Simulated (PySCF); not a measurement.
# CoFCl: relaxation and vibrations of the doublet

The task is one start of a wider search on CoFCl: the doublet, from a linear start. It is relaxed, tested by its Hessian and followed downhill if it is a saddle.

Computed with PySCF 2.14.0. Level: PBE0, basis Co def2-TZVP, F def2-TZVP, Cl def2-TZVP, no relativity, density fitting.

## Step 1: Starting geometry

3 atoms, charge 0, spin multiplicity 2.

Bond lengths: Co1–F2 1.750 Å, Co1–Cl3 2.100 Å. Angles: F2–Co1–Cl3 180.0°.

Z-matrix (Å, degrees; charge 0 multiplicity 2):
```
Co
F  1 1.7500
Cl 1 2.1000 2 180.00
```

## Step 2: Finding the electronic state

The steps below are one call of a driver around PySCF. For each, scf.py gives the equivalent set-up of the SCF; relaxations use the driver's own optimiser. After this first run the driver tries any further starts and a stability analysis.

Contents of scf.py:

```python
from pyscf import gto, scf, dft
mol = gto.M(atom='''
Co     0.000000     0.000000     0.000000
F      0.000000     0.000000    -1.750000
Cl     0.000000     0.000000     2.100000''',
    basis={'Co': 'def2-TZVP', 'F': 'def2-TZVP', 'Cl': 'def2-TZVP'},
    charge=0, spin=1)
mf = dft.UKS(mol, xc='PBE0')
mf.grids.atom_grid = (50, 194)
aux = {'Co': 'def2-universal-JKFIT', 'F': 'def2-universal-JKFIT', 'Cl': 'def2-universal-JKFIT'}
mf = mf.density_fit(auxbasis=aux)
mf.conv_tol = 1e-08
mf.diis_space = 10
mf.max_cycle = 60
mf.init_guess = 'minao'
mf.verbose = 4
mf.kernel()
```

The run is started by

```bash
$ OMP_NUM_THREADS=4 python axn.py task.json out
```

Further steps of the session: Linear start, doublet: relaxation; Frequencies.

**Question.** What will these runs give? Wanted: minimum; geometry; wavenumbers; dipole moment; highest occupied, lowest empty level; polar-tensor charge of Co1; zero-point energy; atomisation energy; ⟨S²⟩.

The runs gave:

| quantity | value |
| --- | --- |
| minimum | broken-symmetry (Ms = 1/2), C∞v |
| geometry | Co–Cl 2.092 Å, Co–F 1.727 Å; Cl–Co–F 180.0° |
| wavenumbers (cm⁻¹) | 119, 119, 415, 703 |
| dipole moment | 0.12 D |
| highest occupied, lowest empty level (either spin) | -9.02, -5.00 eV |
| polar-tensor charge of Co1 | +1.33 e |
| zero-point energy | 8.1 kJ/mol |
| entropy at 298.15 K | 277.7 J/(mol K) |
| atomisation energy (no zero-point energy) | 758 kJ/mol |
| ⟨S²⟩ | 1.755 |

In words: The linear start keeps its C∞v symmetry and ends in a minimum. The determinant is spin-contaminated (⟨S²⟩ = 1.76 against 0.75), so it is no pure spin state. In the infrared the band at 703 cm⁻¹ (stretch) leads. The first SCF alone would have been 119 kJ/mol too high. Only this shape and spin were tried, so other structures or states may lie lower. The SCF density has lower symmetry than the nuclear frame. One determinant may miss the lowest occupation of an open d or f shell.
